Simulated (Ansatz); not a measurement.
**C4H2F4: small, medium and large basis sets**

One table from this session's results is given with a row withheld; the runs are named, their logs left out.

Computed with Ansatz 0.2.0, Gaussian basis. Level: one geometry, several basis sets.

Plan: PBE0-D4/def2-SVP; ωB97M-V/def2-SVP; PBE0-D4/def2-QZVPP; ωB97M-V/def2-QZVPP; the functionals' def2-TZVPP values are taken from earlier runs.

**The relaxed structure**

An earlier PBE0-D4 in a triple-zeta def2 set relaxation fixed the geometry.

10 atoms, charge 0, spin multiplicity 1.

Atoms are counted from 1 here; the program's logs count them from 0.

Bond lengths: F1–C2 1.344 Å, C2–F3 1.344 Å, C2–C4 1.502 Å, C2–C6 1.565 Å, C4–C5 1.335 Å, C4–H9 1.081 Å, C5–C6 1.502 Å, C5–H10 1.081 Å, C6–F7 1.344 Å, C6–F8 1.344 Å. Angles: F1–C2–F3 107.3°, F1–C2–C4 116.4°, F1–C2–C6 115.2°, F3–C2–C4 116.4°, F3–C2–C6 115.1°, C4–C2–C6 85.6°, C2–C4–C5 94.4°, C2–C4–H9 131.4°, C5–C4–H9 134.2°, C4–C5–C6 94.4°, C4–C5–H10 134.2°, C6–C5–H10 131.4°, C2–C6–C5 85.6°, C2–C6–F7 115.1°, C2–C6–F8 115.2°, C5–C6–F7 116.4°, C5–C6–F8 116.4°, F7–C6–F8 107.3°.

Coordinates:

```xyz
10
C4H2F4
F    -0.9713   -1.6402    0.7431
C    -0.8106   -0.4665    0.1090
F    -1.9473   -0.2151   -0.5618
C    -0.2555    0.6637    0.9279
C     0.8636    0.7711    0.2083
C     0.5011   -0.3405   -0.7347
F     1.2979   -1.4222   -0.7161
F     0.3220    0.0027   -2.0213
H    -0.6496    1.1834    1.7904
H     1.7330    1.4123    0.2584
```

The first run:

in.yaml

```yaml
crystal:
  periodic: [false, false, false]
  atoms:
    - {symbol: F, position_ang: [-0.971281, -1.640216, 0.743109]}
    - {symbol: C, position_ang: [-0.810632, -0.466529, 0.108975]}
    - {symbol: F, position_ang: [-1.947347, -0.215097, -0.561835]}
    - {symbol: C, position_ang: [-0.255476, 0.663656, 0.927867]}
    - {symbol: C, position_ang: [0.863620, 0.771096, 0.208259]}
    - {symbol: C, position_ang: [0.501069, -0.340520, -0.734662]}
    - {symbol: F, position_ang: [1.297895, -1.422224, -0.716059]}
    - {symbol: F, position_ang: [0.321979, 0.002702, -2.021320]}
    - {symbol: H, position_ang: [-0.649605, 1.183425, 1.790393]}
    - {symbol: H, position_ang: [1.732978, 1.412308, 0.258374]}
basis:
  gaussian: {orbitals: def2-SVP}
hamiltonian: {xc: pbe0, dispersion: d4}
output: {orbitals: {seedname: orbitals}}
```

The run is started by

```
ansatz run in.yaml --threads 4 --pin off --events-out ev --progress --plain --max-ram 11315MiB
```

Steps of the session up to this table: PBE0-D4 in def2-SVP; ωB97M-V in def2-SVP; PBE0-D4 in def2-QZVPP; ωB97M-V in def2-QZVPP.

One table of the session follows, with a row left open; its other results are not shown here.

It belongs to the step «Functionals by basis». 

| functional | basis | HOMO (eV) |
| --- | --- | --- |
| PBE0-D4 | def2-SVP | ? |
| PBE0-D4 | def2-TZVPP | -9.40 |
| PBE0-D4 | def2-QZVPP | -9.44 |
| ωB97M-V | def2-SVP | -11.60 |
| ωB97M-V | def2-TZVPP | -11.67 |
| ωB97M-V | def2-QZVPP | -11.71 |

Q: Estimate the row for PBE0-D4, def2-SVP from the others.

**Answer.** HOMO (eV): -9.29. In the column «HOMO (eV)» it is the highest.
